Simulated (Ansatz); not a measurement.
**ClH5SiSn: search for lower mean-field states from a Python script**

A script is to give a search for lower mean-field states; the system is ClH5SiSn. SMILES: Cl[SiH2][SnH3].

All numbers are computed with Ansatz 0.2.0 through its Python package. Level of theory: PBE0/def2-SVP.

### Step 1. The system

Bond lengths: Cl1–Si2 2.036 Å, Si2–Sn3 2.487 Å, Si2–H4 1.440 Å, Si2–H5 1.480 Å, Sn3–H6 1.731 Å, Sn3–H7 1.792 Å, Sn3–H8 1.789 Å. Angles: Cl1–Si2–Sn3 108.1°, Cl1–Si2–H4 112.6°, Cl1–Si2–H5 110.6°, Sn3–Si2–H4 108.3°, Sn3–Si2–H5 110.0°, H4–Si2–H5 107.2°, Si2–Sn3–H6 110.7°, Si2–Sn3–H7 110.3°, Si2–Sn3–H8 110.2°, H6–Sn3–H7 109.6°, H6–Sn3–H8 109.8°, H7–Sn3–H8 106.2°.

clh5sisn.xyz, read by the script:

```xyz
8

Cl   -2.29330    1.34000   -0.26160
Si   -0.66760    0.37510   -1.01850
Sn    0.70340   -0.44190    0.88830
H    -1.02510   -0.75620   -1.83490
H     0.13380    1.28860   -1.86410
H    -0.21490   -1.51790    1.88660
H     2.16650   -1.28350    0.28510
H     1.28930    0.93870    1.86330
```

### Step 2. Script

run_states.py reads:

```python
'''Restricted and unrestricted solutions of ClH5SiSn, stretched and not.'''

import warnings

import ansatz as az
import numpy as np

BASIS_SET = 'def2-SVP'
FUNCTIONAL = 'pbe0'

warnings.simplefilter('ignore', az.DeckWarning)

clh5sisn = az.Crystal.molecule_from_extxyz('clh5sisn.xyz')
symbols = [site.symbol for site in clh5sisn.cartesian_sites]

start = np.array([site.position_ang for site in clh5sisn.cartesian_sites])
for factor in [1.0, 1.5]:
    xyz = (start - start.mean(axis=0)) * factor
    scaled = az.Crystal.molecule()
    for symbol, place in zip(symbols, xyz):
        scaled = scaled.atom(symbol, place.tolist())
    calculation = scaled.calculation()
    calculation = calculation.basis(gaussian=BASIS_SET)
    calculation = calculation.functional(FUNCTIONAL).spin('collinear')
    for search in ('off', 'standard'):
        try:
            report = calculation.scf(lower_state_search=search).run(threads=1).report
        except az.AnsatzError as error:
            print(f'x{factor} search {search}: {type(error).__name__}')
            continue
        state = report['mean_field']['state']
        print(f'all distances x{factor}, search {search:8s} E = {report["free_energy_ev"]:.5f} eV  <S^2> = {abs(state["spin_squared"]):.3f}  other states met: {len(report["mean_field"]["others"])}')
```

### Step 3. What the engine is handed

The package turns the script's settings into the engine's input (first run):

```yaml
crystal:
  periodic: [false, false, false]
  atoms:
    - { symbol: Cl, position_ang: [-2.3048124999999997, 1.3471375, -0.254625] }
    - { symbol: Si, position_ang: [-0.6791125, 0.3822375, -1.011525] }
    - { symbol: Sn, position_ang: [0.6918875, -0.4347625, 0.8952749999999999] }
    - { symbol: H, position_ang: [-1.0366125, -0.7490625, -1.827925] }
    - { symbol: H, position_ang: [0.12228749999999997, 1.2957375, -1.8571250000000001] }
    - { symbol: H, position_ang: [-0.22641250000000004, -1.5107625, 1.893575] }
    - { symbol: H, position_ang: [2.1549875, -1.2763625, 0.292075] }
    - { symbol: H, position_ang: [1.2777874999999999, 0.9458375, 1.870275] }
basis:
  gaussian:
    orbitals: def2-SVP
hamiltonian:
  xc: pbe0
magnetization:
  spin_polarized: true
scf:
  lower_state_search: "off"
```

### Step 4. Launch

Command:

```sh
$ python run_states.py
```

The program printed:

```text
all distances x1.0, search off      E = -26299.73835 eV  <S^2> = 0.000  other states met: 0
all distances x1.0, search standard E = -26299.73835 eV  <S^2> = 0.000  other states met: 0
all distances x1.5, search off      E = -26286.21649 eV  <S^2> = 0.000  other states met: 0
all distances x1.5, search standard E = -26286.53652 eV  <S^2> = 1.129  other states met: 11
```

Run time: 1.9 min. Hardware: 1 thread of Arm Neoverse N1, shared host; peak memory 0.35 GiB.

### Step 5. What changed from run to run

The engine's inputs for the other runs:

Run 2, against run 1:

```diff
@@ -20 +20 @@
-  lower_state_search: "off"
+  lower_state_search: standard
```

Run 3, against run 1:

```diff
@@ -4,8 +4,8 @@
-    - { symbol: Cl, position_ang: [-2.3048124999999997, 1.3471375, -0.254625] }
-    - { symbol: Si, position_ang: [-0.6791125, 0.3822375, -1.011525] }
-    - { symbol: Sn, position_ang: [0.6918875, -0.4347625, 0.8952749999999999] }
-    - { symbol: H, position_ang: [-1.0366125, -0.7490625, -1.827925] }
-    - { symbol: H, position_ang: [0.12228749999999997, 1.2957375, -1.8571250000000001] }
-    - { symbol: H, position_ang: [-0.22641250000000004, -1.5107625, 1.893575] }
-    - { symbol: H, position_ang: [2.1549875, -1.2763625, 0.292075] }
-    - { symbol: H, position_ang: [1.2777874999999999, 0.9458375, 1.870275] }
+    - { symbol: Cl, position_ang: [-3.4572187499999996, 2.02070625, -0.3819375] }
+    - { symbol: Si, position_ang: [-1.01866875, 0.57335625, -1.5172875000000001] }
+    - { symbol: Sn, position_ang: [1.03783125, -0.65214375, 1.3429125] }
+    - { symbol: H, position_ang: [-1.55491875, -1.12359375, -2.7418875] }
+    - { symbol: H, position_ang: [0.18343124999999993, 1.94360625, -2.7856875000000003] }
+    - { symbol: H, position_ang: [-0.3396187500000001, -2.26614375, 2.8403625] }
+    - { symbol: H, position_ang: [3.2324812499999998, -1.91454375, 0.43811249999999996] }
+    - { symbol: H, position_ang: [1.91668125, 1.41875625, 2.8054125] }
```

Run 4, against run 1:

```diff
@@ -4,8 +4,8 @@
-    - { symbol: Cl, position_ang: [-2.3048124999999997, 1.3471375, -0.254625] }
-    - { symbol: Si, position_ang: [-0.6791125, 0.3822375, -1.011525] }
-    - { symbol: Sn, position_ang: [0.6918875, -0.4347625, 0.8952749999999999] }
-    - { symbol: H, position_ang: [-1.0366125, -0.7490625, -1.827925] }
-    - { symbol: H, position_ang: [0.12228749999999997, 1.2957375, -1.8571250000000001] }
-    - { symbol: H, position_ang: [-0.22641250000000004, -1.5107625, 1.893575] }
-    - { symbol: H, position_ang: [2.1549875, -1.2763625, 0.292075] }
-    - { symbol: H, position_ang: [1.2777874999999999, 0.9458375, 1.870275] }
+    - { symbol: Cl, position_ang: [-3.4572187499999996, 2.02070625, -0.3819375] }
+    - { symbol: Si, position_ang: [-1.01866875, 0.57335625, -1.5172875000000001] }
+    - { symbol: Sn, position_ang: [1.03783125, -0.65214375, 1.3429125] }
+    - { symbol: H, position_ang: [-1.55491875, -1.12359375, -2.7418875] }
+    - { symbol: H, position_ang: [0.18343124999999993, 1.94360625, -2.7856875000000003] }
+    - { symbol: H, position_ang: [-0.3396187500000001, -2.26614375, 2.8403625] }
+    - { symbol: H, position_ang: [3.2324812499999998, -1.91454375, 0.43811249999999996] }
+    - { symbol: H, position_ang: [1.91668125, 1.41875625, 2.8054125] }
@@ -20 +20 @@
-  lower_state_search: "off"
+  lower_state_search: standard
```

### Step 6. The engine's runs

From the records of these 4 runs:

| run | search | energy from run 1 (eV) | <S²> | SCF cycles | CPU time (s) |
| --- | --- | --- | --- | --- | --- |
| 1 | off | 0.0000 | 0.00 | 17 | 5.2 |
| 2 | standard | 0.0000 | 0.00 | 16 | 8.9 |
| 3 | off | 13.5219 | 0.00 | 30 | 6.3 |
| 4 | standard | 13.2018 | 1.13 | 183 | 91 |

### Step 7. Outcome

```
                       quantity                              value
lower state found by the search  0.320 eV lower at distances × 1.5
                  runs compared                                  4
```

In words: Where bonds are stretched, a single start can end above the lowest mean-field state, which breaks spin symmetry. In CPU time, run 4 cost about 17 times as much as run 1. Notes:
- The count of other states can hold repeated and symmetry-equivalent ends of the search; scaling all distances is a test, and for more than two atoms no physical path.
- The geometry comes from a force field and isn't relaxed at this level.
- def2 sets replace the cores of elements past krypton by effective core potentials.
